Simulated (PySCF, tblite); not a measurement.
# C4H10AlB: geometry, infrared bands and NMR shifts

Wanted: the infrared bands and NMR shifts of C4H10AlB (`B[C@H]([AlH2])C1CC1`), by calculation.

Computed with tblite 0.8.0 and PySCF 2.14.0, with density-fitted response routines of our own, on a single molecule in the gas phase. Atoms are numbered from 0 throughout.

### Step 1. The starting structure

16 atoms, charge 0, multiplicity 1; geometry from: force field or distance geometry start.

Bonds of the start (Å): B0–C1 1.60, C1–Al2 1.98, C1–C3 1.48, C3–C4 1.49, C4–C5 1.53, C5–C3 1.50, B0–H6 1.20, B0–H7 1.20, C1–H8 1.13, Al2–H9 1.62, Al2–H10 1.59, C3–H11 1.14, C4–H12 1.12, C4–H13 1.11, C5–H14 1.10, C5–H15 1.11.

### Step 2. Optimising the geometry with GFN2-xTB

Job settings and geometry (Å):

```
{"job": {"kind": "relax", "xc": "GFN2-xTB", "basis": "xTB"}, "charge": 0, "multiplicity": 1}
B      0.725300     1.171600     1.458900
C      0.674900    -0.198400     0.641300
Al     1.877100    -0.155500    -0.934500
C     -0.748300    -0.499000     0.350700
C     -1.605100     0.424400    -0.441500
C     -1.221000    -0.940500    -1.007000
H     -0.253100     1.440400     2.107600
H      1.754100     1.678400     1.816400
H      1.070200    -0.989100     1.339200
H      2.321500     1.304700    -1.468000
H      2.948600    -1.318600    -1.128500
H     -1.286700    -1.020400     1.208400
H     -2.678000     0.499100    -0.147200
H     -1.177400     1.306900    -0.959700
H     -0.413300    -0.971900    -1.755000
H     -1.996500    -1.723300    -1.092500
```

The run is started by

```sh
OMP_NUM_THREADS=1 python probes_run.py task.json out
```

One launch serves the whole session: the jobs run in the order shown.

**Question.** This job is followed by: GFN2-xTB harmonic vibrations, gas phase; GIAO PBE0/pcSseg-1 NMR shielding, non-relativistic, gas phase. What will the session give for the following? strongest single infrared mode (GFN2-xTB); zero-point energy (GFN2-xTB); 13C shifts against TMS (PBE0/pcSseg-1); 1H shifts against TMS (PBE0/pcSseg-1, means over atoms taken as alike); 11B shifts against BF3·OEt2 (PBE0/pcSseg-1); 27Al shifts against AlH4- (PBE0/pcSseg-1).

As calculated:

| quantity | value |
| --- | --- |
| strongest single infrared mode (GFN2-xTB) | 1757 cm⁻¹, 456 km/mol |
| zero-point energy (GFN2-xTB) | 74.2 kcal/mol |
| 13C shifts against TMS (PBE0/pcSseg-1) | 71.2, 18.1, 14.6, 8.8 ppm |
| 1H shifts against TMS (PBE0/pcSseg-1, means over atoms taken as alike) | 7.31, 5.44, 4.80, 1.58, 1.43, 1.19, 1.01, -1.20 ppm |
| 11B shifts against BF3·OEt2 (PBE0/pcSseg-1) | 73.8 ppm |
| 27Al shifts against AlH4- (PBE0/pcSseg-1) | 213.8 ppm |

In words: Relaxing lowered the energy by 0.808 eV in 112 steps; the close pair that moved most is Al2–H9, from 1.617 to 1.550 Å. The lowest mode is slightly imaginary (10i cm⁻¹), a soft motion within the noise of the Hessian, so the minimum is not strictly shown. The strongest single mode, at 1757 cm⁻¹, moves mainly H9. Unscaled tight-binding wavenumbers are off by several per cent, some by more. Its intensities can rank the bands wrongly.
